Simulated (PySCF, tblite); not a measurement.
# C6H12GeO: geometry, infrared bands and NMR shifts

What infrared bands and NMR shifts should C6H12GeO (`CC(C)=C=CC[O][GeH3]`) show?

Programs: tblite 0.8.0 and PySCF 2.14.0, with density-fitted response routines of our own. Each step states its level of theory. These are calculated values for one molecule in the gas phase, unless marked as measured. Atoms count from 0, in the outputs and in this text.

## 1. Starting geometry

20 atoms, charge 0, multiplicity 1; geometry from: force field or distance geometry start.

Bonds of the start (Å): C0–C1 1.45, C1–C2 1.47, C1–C3 1.30, C3–C4 1.31, C4–C5 1.46, C5–O6 1.40, O6–Ge7 1.79, C0–H8 1.10, C0–H9 1.13, C0–H10 1.13, C2–H11 1.12, C2–H12 1.11, C2–H13 1.12, C4–H14 1.06, C5–H15 1.14, C5–H16 1.11, Ge7–H17 1.55, Ge7–H18 1.54, Ge7–H19 1.56.

## 2. Relaxing the molecule with GFN2-xTB

Job settings and geometry (Å):

```
{"job": {"kind": "relax", "xc": "GFN2-xTB", "basis": "xTB"}, "charge": 0, "multiplicity": 1}
C     -2.627800     1.141700     0.594800
C     -2.038200     0.144000    -0.283100
C     -2.632000    -1.128200    -0.725700
C     -0.824700     0.380200    -0.700900
C      0.405400     0.596700    -1.089200
C      1.448200     0.074100    -0.211000
O      2.705700     0.322300    -0.775100
Ge     3.996600    -0.304800     0.297000
H     -2.052800     2.069100     0.699100
H     -3.670300     1.331200     0.209100
H     -2.735700     0.660800     1.609600
H     -1.964400    -1.705600    -1.412600
H     -3.624300    -0.918200    -1.186500
H     -2.712300    -1.786700     0.175600
H      0.507900     1.130400    -1.996500
H      1.340700     0.572600     0.805500
H      1.358900    -1.024000    -0.101200
H      3.452800    -1.538000     1.067700
H      4.516500     0.807100     1.234600
H      5.144700    -0.814100    -0.623700
```

Launch:

```console
OMP_NUM_THREADS=1 python probes_run.py task.json out
```

One launch serves the whole session: the jobs run in the order shown.

The program printed:

```text
step      E/eV     max force
  0    -676.83574    2.903
  1    -677.10385    1.473
  2    -677.20416    0.688
  3    -677.31975    1.113
  4    -677.34570    2.427
  5    -677.38932    0.468
  6    -677.41060    0.369
  7    -677.42827    0.543
  8    -677.44514    0.417
  9    -677.45610    0.199
 10    -677.46413    0.180
 11    -677.47064    0.217
 12    -677.47735    0.246
 13    -677.48514    0.199
 14    -677.49343    0.241
 15    -677.50108    0.288
 16    -677.50820    0.210
 17    -677.51522    0.197
 18    -677.52172    0.143
 19    -677.52762    0.191
 20    -677.53251    0.176
 21    -677.53614    0.136
 22    -677.53918    0.104
 23    -677.54217    0.119
 24    -677.54523    0.146
 25    -677.54833    0.141
 26    -677.55145    0.113
 27    -677.55508    0.142
 28    -677.56024    0.195
 29    -677.56750    0.232
 30    -677.57611    0.235
 31    -677.58468    0.221
 32    -677.59192    0.172
 33    -677.59824    0.210
 34    -677.60430    0.188
 35    -677.60962    0.175
 36    -677.61408    0.173
 37    -677.61844    0.153
 38    -677.62273    0.155
 39    -677.62496    0.206
 40    -677.62755    0.141
 41    -677.62977    0.090
 42    -677.63202    0.073
 43    -677.63330    0.067
 44    -677.63441    0.062
 45    -677.63526    0.059
 46    -677.63621    0.052
 47    -677.63720    0.067
 48    -677.63805    0.075
 49    -677.63871    0.056
 50    -677.63932    0.052
 51    -677.63998    0.052
 52    -677.64065    0.066
 53    -677.64126    0.066
 54    -677.64194    0.065
 55    -677.64284    0.078
 56    -677.64395    0.072
 57    -677.64498    0.073
 58    -677.64582    0.081
 59    -677.64660    0.074
 60    -677.64754    0.078
 61    -677.64874    0.086
 62    -677.64992    0.092
 63    -677.65089    0.079
 64    -677.65181    0.077
 65    -677.65289    0.077
 66    -677.65419    0.116
 67    -677.65553    0.145
 68    -677.65669    0.122
 69    -677.65742    0.066
 70    -677.65777    0.038
 71    -677.65804    0.038
 72    -677.65830    0.035
 73    -677.65851    0.033
 74    -677.65872    0.032
 75    -677.65896    0.043
 76    -677.65923    0.039
 77    -677.65951    0.037
 78    -677.65973    0.037
 79    -677.65993    0.028
 80    -677.66016    0.030
 81    -677.66046    0.032
 82    -677.66075    0.040
 83    -677.66101    0.040
 84    -677.66126    0.040
 85    -677.66156    0.036
 86    -677.66190    0.039
 87    -677.66222    0.040
 88    -677.66247    0.030
 89    -677.66265    0.029
 90    -677.66280    0.031
 91    -677.66295    0.028
 92    -677.66308    0.034
 93    -677.66319    0.027
 94    -677.66329    0.024
 95    -677.66341    0.032
 96    -677.66356    0.036
 97    -677.66375    0.034
 98    -677.66396    0.030
 99    -677.66417    0.032
100    -677.66435    0.033
101    -677.66452    0.032
102    -677.66469    0.031
103    -677.66485    0.032
104    -677.66499    0.030
105    -677.66513    0.028
106    -677.66526    0.029
107    -677.66541    0.033
108    -677.66557    0.032
109    -677.66573    0.034
110    -677.66588    0.032
111    -677.66599    0.065
112    -677.66609    0.026
113    -677.66617    0.032
114    -677.66622    0.024
115    -677.66626    0.016
116    -677.66630    0.020
117    -677.66634    0.018
118    -677.66639    0.018
119    -677.66643    0.019
120    -677.66649    0.022
121    -677.66659    0.032
122    -677.66674    0.034
123    -677.66694    0.035
124    -677.66716    0.034
125    -677.66742    0.040
126    -677.66773    0.060
127    -677.66813    0.059
128    -677.66860    0.048
129    -677.66917    0.050
130    -677.66987    0.071
131    -677.67079    0.105
132    -677.67176    0.142
133    -677.66724    0.320
134    -677.67222    0.123
135    -677.67082    0.133
136    -677.67371    0.051
137    -677.67412    0.039
138    -677.67454    0.066
139    -677.67480    0.034
140    -677.67499    0.023
141    -677.67514    0.022
142    -677.67525    0.020
143    -677.67536    0.023
144    -677.67548    0.024
145    -677.67563    0.025
146    -677.67584    0.034
147    -677.67612    0.043
148    -677.67647    0.057
149    -677.67686    0.055
150    -677.67729    0.050
151    -677.67776    0.043
152    -677.67819    0.034
153    -677.67847    0.038
154    -677.67862    0.027
155    -677.67872    0.021
156    -677.67881    0.022
157    -677.67888    0.019
158    -677.67894    0.019
159    -677.67898    0.015
160    -677.67903    0.018
161    -677.67908    0.014
162    -677.67912    0.016
163    -677.67916    0.016
164    -677.67919    0.014
165    -677.67923    0.014
166    -677.67928    0.016
167    -677.67932    0.017
168    -677.67937    0.017
169    -677.67944    0.021
170    -677.67952    0.027
171    -677.67962    0.025
172    -677.67970    0.025
173    -677.67978    0.025
174    -677.67984    0.013
175    -677.67987    0.014
176    -677.67990    0.013
177    -677.67992    0.010
178    -677.67994    0.010
```

It took 1.4 s on 1 thread of AMD EPYC 7R43, shared host.

The steps of the relaxation: (not every step is listed)

| step | energy from step 0 (eV) | largest force (eV/Å) |
| --- | --- | --- |
| 0 | 0.0000 | 2.9030 |
| 1 | -0.2681 | 1.4728 |
| 2 | -0.3684 | 0.6876 |
| 3 | -0.4840 | 1.1132 |
| 4 | -0.5100 | 2.4272 |
| 5 | -0.5536 | 0.4681 |
| 6 | -0.5749 | 0.3686 |
| 7 | -0.5925 | 0.5434 |
| 8 | -0.6094 | 0.4175 |
| 24 | -0.7095 | 0.1458 |
| 40 | -0.7918 | 0.1408 |
| 56 | -0.8082 | 0.0719 |
| 72 | -0.8226 | 0.0348 |
| 88 | -0.8267 | 0.0303 |
| 104 | -0.8293 | 0.0299 |
| 120 | -0.8307 | 0.0218 |
| 136 | -0.8380 | 0.0513 |
| 152 | -0.8424 | 0.0343 |
| 168 | -0.8436 | 0.0173 |
| 173 | -0.8440 | 0.0250 |
| 174 | -0.8441 | 0.0127 |
| 175 | -0.8441 | 0.0136 |
| 176 | -0.8442 | 0.0128 |
| 177 | -0.8442 | 0.0101 |
| 178 | -0.8442 | 0.0097 |

Close pairs (by a distance rule), those that changed most:

| bond | before (Å) | after (Å) | change (Å) |
| --- | --- | --- | --- |
| Ge7–H19 | 1.557 | 1.486 | -0.071 |
| O6–Ge7 | 1.791 | 1.741 | -0.050 |
| C0–C1 | 1.454 | 1.504 | +0.050 |
| Ge7–H17 | 1.553 | 1.505 | -0.047 |
| C4–C5 | 1.460 | 1.503 | +0.043 |
| Ge7–H18 | 1.545 | 1.506 | -0.039 |
| C0–H10 | 1.128 | 1.090 | -0.038 |
| C0–H9 | 1.128 | 1.090 | -0.038 |

The end geometry stands in the next job.

## 3. Infrared spectrum with GFN2-xTB

Job settings and geometry (Å):

```
{"job": {"kind": "ir", "xc": "GFN2-xTB", "basis": "xTB"}, "charge": 0, "multiplicity": 1}
C     -2.974114     0.923631     0.540651
C     -2.022137     0.114011    -0.295656
C     -2.585852    -1.140530    -0.902904
C     -0.792219     0.484604    -0.495406
C      0.437921     0.862387    -0.663919
C      1.568950     0.455876     0.239063
O      2.555237    -0.199750    -0.539034
Ge     4.136735    -0.684318     0.005378
H     -2.483213     1.804332     0.945935
H     -3.825079     1.239249    -0.062316
H     -3.351424     0.318878     1.364872
H     -1.823419    -1.678008    -1.459741
H     -3.405459    -0.891981    -1.577087
H     -2.978455    -1.788965    -0.120211
H      0.726730     1.477600    -1.506490
H      1.995218     1.351588     0.713767
H      1.198705    -0.207525     1.029251
H      4.030443    -1.674819     1.133619
H      4.907728     0.517196     0.484493
H      4.678556    -1.272778    -1.247000
```

The program printed:

```text
mode    cm-1     km/mol
  1      14.8      0.33
  2      35.0      2.22
  3      68.6      0.52
  4     114.6      0.56
  5     119.8      0.00
  6     131.4      0.12
  7     148.7      1.25
  8     175.3      2.11
  9     179.4      0.94
 10     293.2      4.13
 11     352.1      5.31
 12     378.9      1.82
 13     486.6     11.08
 14     538.9      1.52
 15     566.8    100.07
 16     574.7     99.75
 17     620.5    155.01
 18     750.3    330.86
 19     759.9     15.41
 20     787.7    157.28
 21     808.2     24.36
 22     838.8    171.56
 23     954.6      5.72
 24     975.3      0.58
 25     983.0      1.04
 26    1020.5      1.66
 27    1036.8    191.53
 28    1069.4      6.44
 29    1085.2      7.29
 30    1189.0      1.20
 31    1209.7     17.32
 32    1231.4     31.84
 33    1320.2     15.09
 34    1389.7      3.67
 35    1400.9      0.15
 36    1446.7     25.13
 37    1468.7      0.39
 38    1475.6      0.13
 39    1477.4      1.76
 40    1485.3      7.61
 41    1501.1      1.03
 42    1920.4    137.74
 43    1972.5    536.21
 44    2088.5     32.10
 45    2109.4    383.97
 46    2844.8     66.76
 47    2902.9     42.76
 48    2996.8      5.17
 49    2999.8     54.95
 50    3008.8      3.54
 51    3014.5     77.83
 52    3033.4     31.23
 53    3050.6     31.78
 54    3054.5     21.67
```

Wall time 0.81 s (1 thread of AMD EPYC 7R43, shared host).

The strongest bands and the atoms that carry them (share of the mass-weighted mode):

| cm⁻¹ | km/mol | atoms |
| --- | --- | --- |
| 620 | 155.0 | O6 41 %, H19 29 % |
| 750 | 330.9 | H19 39 %, H18 29 %, H17 26 % |
| 788 | 157.3 | H19 59 %, H17 20 %, H18 18 % |
| 839 | 171.6 | H18 48 %, H17 48 % |
| 1037 | 191.5 | C5 44 %, O6 42 % |
| 1920 | 137.7 | H18 52 %, H17 43 % |
| 1972 | 536.2 | H17 54 %, H18 45 % |
| 2109 | 384.0 | H19 93 % |

## 4. Nuclear shieldings: PBE0/pcSseg-1

Settings changed since step 3:

```diff
@@ -1,2 +1,2 @@
-{"job": {"kind": "ir", "xc": "GFN2-xTB", "basis": "xTB"}, "charge": 0, "multiplicity": 1}
+{"job": {"kind": "nmr", "xc": "PBE0", "basis": "pcSseg-1"}, "charge": 0, "multiplicity": 1}
 C     -2.974114     0.923631     0.540651
```

Method: GIAO PBE0/pcSseg-1 NMR shielding, non-relativistic, gas phase.

The program printed:

```text
coarse grid: 73344 points
cycle   1  E = -2386.9880889170  dE =  2.844e-01  |g| = 1.117e+00  |ddm| = 4.185e+00
cycle   2  E = -2386.7549393655  dE =  2.331e-01  |g| = 1.550e+00  |ddm| = 1.913e+00
cycle   3  E = -2387.1200747856  dE = -3.651e-01  |g| = 2.934e-01  |ddm| = 1.461e+00
cycle   4  E = -2387.1349069359  dE = -1.483e-02  |g| = 7.190e-02  |ddm| = 2.610e-01
cycle   5  E = -2387.1355703165  dE = -6.634e-04  |g| = 2.196e-02  |ddm| = 7.644e-02
cycle   6  E = -2387.1356758200  dE = -1.055e-04  |g| = 8.192e-03  |ddm| = 2.555e-02
cycle   7  E = -2387.1356911639  dE = -1.534e-05  |g| = 1.367e-03  |ddm| = 7.781e-03
cycle   8  E = -2387.1356915104  dE = -3.465e-07  |g| = 5.042e-04  |ddm| = 1.479e-03
final grid: 155960 points
cycle   9  E = -2387.1356924337  dE =  5.823e-08  |g| = 7.849e-04  |ddm| = 1.943e-03
cycle  10  E = -2387.1356921275  dE =  3.062e-07  |g| = 1.340e-03  |ddm| = 1.885e-03
cycle  11  E = -2387.1356925907  dE = -4.632e-07  |g| = 1.025e-04  |ddm| = 1.222e-03
cycle  12  E = -2387.1356925931  dE = -2.465e-09  |g| = 1.179e-05  |ddm| = 8.431e-05
cycle  13  E = -2387.1356925932  dE = -3.729e-11  |g| = 5.851e-06  |ddm| = 1.616e-05
converged SCF energy = -2387.1356925932

GIAO shielding tensors (ppm)
atom      isotropic    diamagn.    paramagn.     s11        s22        s33       span
  0 C      163.254     245.846     -82.593    149.706    155.168    184.887     35.181
  1 C       85.070     264.926    -179.856      1.646     91.298    162.266    160.620
  2 C      163.741     247.193     -83.452    151.559    155.322    184.343     32.784
  3 C      -26.680     260.394    -287.074    -60.032    -34.721     14.712     74.745
  4 C       91.366     261.869    -170.504     13.719    107.976    152.402    138.683
  5 C      114.124     249.038    -134.914     85.445    100.774    156.154     70.709
  6 O      328.031     404.340     -76.309    300.734    323.458    359.902     59.167
  7 Ge    1408.435    2755.228   -1346.793   1280.889   1297.695   1646.721    365.832
  8 H       29.883      30.739      -0.856     25.562     28.932     35.156      9.594
  9 H       29.961      27.732       2.229     26.232     27.833     35.819      9.587
 10 H       30.004      29.449       0.555     26.490     27.962     35.559      9.069
 11 H       29.666      31.596      -1.930     25.273     28.839     34.887      9.615
 12 H       29.949      28.490       1.459     26.275     27.761     35.813      9.538
 13 H       30.024      30.135      -0.111     26.578     27.954     35.539      8.961
 14 H       26.211      32.332      -6.121     23.165     26.828     28.640      5.474
 15 H       27.290      32.351      -5.062     22.058     27.981     31.830      9.772
 16 H       27.577      34.211      -6.634     22.915     26.962     32.853      9.938
 17 H       26.851      28.600      -1.749     20.193     22.670     37.689     17.496
 18 H       26.878      28.031      -1.153     20.398     22.558     37.678     17.280
 19 H       27.065      28.555      -1.490     19.928     22.971     38.294     18.365
```

It took 44 s on 1 thread of AMD EPYC 7R43, shared host; peak memory 1.1 GiB.

Shifts follow as δ = σ(reference) − σ, with reference shieldings (ppm) from runs at the same level and on the same kind of geometry: 1H TMS 31.72, 13C TMS 186.9, 17O H2O 336.1, 73Ge GeMe4 1331. The references are single molecules in the gas phase, so shifts against H2O, NH3, PH3, H3PO4 or CFCl3 are not on the usual liquid scales and can be off by tens of ppm. Atoms listed in one row are averaged.

| atoms | environment | σ (ppm) | δ (ppm) |
| --- | --- | --- | --- |
| C3 | central carbon of an allene | -26.7 | 213.6 |
| C1 | terminal carbon of a cumulated C=C=C unit | 85.1 | 101.9 |
| C4 | terminal carbon of a cumulated C=C=C unit | 91.4 | 95.6 |
| C5 | allylic sp3 CH2 bonded to O | 114.1 | 72.8 |
| C0, C2 | allylic methyl carbon | 163.5 | 23.4 |
| H14 | hydrogen on a terminal carbon of a cumulated C=C=C unit | 26.21 | 5.51 |
| H17, H18, H19 | hydrogen on a germanium bonded to O | 26.93 | 4.79 |
| H15, H16 | hydrogen on an allylic sp3 CH2 bonded to O | 27.43 | 4.28 |
| H8, H9, H10, H11, H12, H13 | hydrogen on an allylic methyl carbon | 29.91 | 1.80 |
| O6 | oxygen bonded to C, Ge | 328.0 | 8.0 |
| Ge7 | germanium bonded to O, 3 H | 1408 | -77 |

Charges from the same density, by scheme (e):

| atoms | Mulliken | IAO | Hirshfeld | ESP fit |
| --- | --- | --- | --- | --- |
| C0, C2 | -0.16 | -0.42 | -0.11 | -0.62 |
| C1 | -0.51 | -0.02 | 0.00 | 0.38 |
| C3 | 0.17 | -0.02 | -0.02 | -0.18 |
| C4 | -0.24 | -0.20 | -0.07 | -0.31 |
| C5 | 0.15 | -0.04 | 0.00 | 0.38 |
| O6 | -0.73 | -0.62 | -0.25 | -0.46 |
| Ge7 | 0.54 | 0.74 | 0.39 | 0.43 |

Mayer bond orders: C0–C1 1.08, C1–C2 1.08, C1–C3 1.79, C3–C4 1.89, C4–C5 1.06, C5–O6 0.88, O6–Ge7 0.84.

Orbitals, density, ELF and potential are computed afterwards from the orbital file.

Frontier orbitals at PBE0/pcSseg-1, with the share of their density that lies nearest to each atom:

| orbital | energy (eV) | lies on |
| --- | --- | --- |
| HOMO | -6.90 | C1, C3 about 33 % each |
| LUMO | 0.27 | C3 17 %; Ge7 11 %; C4 11 % |

ELF in a plane through or near 8 of the atoms.

Ten even steps from ' ' (0.00) to '@' (1.00):
```
                                                        
                                                        
                                                        
                                  ..==::                
                  **@@==          @@@@@@..              
      ..**##..  --@@@@%%    ..    @@@@@@::              
    ..@@@@@@%%  ::@@@@@@..::==::  ##@@%%**%%**          
    ++@@@@@@@@    **@@##----++++  ::**::@@@@@@..        
    ++@@@@@@%%....::--::##==****++++##::@@@@@@..        
    ..++%%==::..######::**--**==%%--##**++##==          
      ..--::##..%%**##--::--****%%==++--                
      ..==..++..##%%##    ::==--::%%%%++::              
      ==%%##--::--##**    ....  ..**====##==            
    ..**@@@@%%..  --::          %%%%::++##++            
      --%%@@##..              ##@@@@**====::            
        ==**--                ##@@@@==..                
                              ..**++                    
                                                        
                                                        
                                                        
```
The map spans 15.0 Å across and 9.5 Å up, centred on the molecule. Atoms in the plane (x, y in Å): C1 (2.0, -0.1), C2 (2.5, -1.5), C5 (-1.6, 0.6), Ge7 (-4.2, -0.4), H8 (2.5, 2.0), H11 (1.8, -2.2), H15 (-1.9, 1.7), H18 (-4.9, 0.9).

log10 of the density (e/Å³) in the same plane.

Ten even steps from ' ' (-4.0) to '@' (1.7):
```
                                                        
                                                        
                                  ........              
                ....::::..      ..::----::..            
      ..::::::::::--==--::::::::--==++++==::..          
    ..::------::--==++++==------==++****++==::..        
  ..::--++++==--==++##**++========**####**++==::        
  ..--==****++====**####**++++++++**######**==::..      
  ..--==**##**++++**##%%************######**==--..      
  ..--==****##**########******####%%##****++==::        
  ..--==++##@@####%%##**++++****##@@##**++==--..        
  ..--==++##%%**####**++====++++**####**++==::..        
  ..--==++******++**++==----====++##%%##**==--..        
  ..::==++****++======--::----==**##@@##**==--..        
    ::--======----::::..  ..::==**##****++==::..        
    ..::------::::..        ::==++++++====--..          
      ....::::..            ..::--==----::..            
          ..                  ..::::::::..              
                                                        
                                                        
```
The map spans 15.0 Å across and 9.5 Å up, centred on the molecule. Atoms in the plane (x, y in Å): C1 (2.0, -0.1), C2 (2.5, -1.5), C5 (-1.6, 0.6), Ge7 (-4.2, -0.4), H8 (2.5, 2.0), H11 (1.8, -2.2), H15 (-1.9, 1.7), H18 (-4.9, 0.9).

On the surface of density 0.002 e/bohr³ the electrostatic potential runs, from the 1st to the 99th percentile, from -1.56 V near O6 to 1.16 V near H17.

## 5. What came out

| quantity | value |
| --- | --- |
| strongest single infrared mode (GFN2-xTB) | 1972 cm⁻¹, 536 km/mol |
| zero-point energy (GFN2-xTB) | 96.4 kcal/mol |
| 13C shifts against TMS (PBE0/pcSseg-1, means over atoms taken as alike) | 213.6, 101.9, 95.6, 72.8, 23.4 ppm |
| 1H shifts against TMS (PBE0/pcSseg-1, means over atoms taken as alike) | 5.51, 4.79, 4.28, 1.80 ppm |
| 17O shifts against H2O (PBE0/pcSseg-1) | 8.0 ppm |
| 73Ge shifts against GeMe4 (PBE0/pcSseg-1) | -77 ppm |
| surface potential, 1st and 99th percentile | -1.56 V and 1.16 V |

**Reading.** Over 178 steps the energy fell by 0.844 eV; of the close pairs, Ge7–H19 changed most, 1.557 to 1.486 Å. No mode is imaginary among the 54: a minimum at this level. The strongest single mode, at 1972 cm⁻¹, moves mainly H17 and H18. GFN2-xTB is a fitted tight-binding method: band positions and strengths are rough. Its intensities can rank the bands wrongly. The most deshielded carbon is C3 (central carbon of an allene), at 213.6 ppm: the central sp carbon of an allene is among the most deshielded carbons of hydrocarbons. H14 (hydrogen on a terminal carbon of a cumulated C=C=C unit) lies farthest downfield among hydrogen, at 5.51 ppm; attached to an sp2 carbon and in the plane of the double bond. At PBE0/pcSseg-1: Shielding is most anisotropic at Ge7 (span 366 ppm, paramagnetic term -1347 ppm). Spin-orbit coupling is left out, which matters for shieldings and couplings at and beside the heavy atoms.
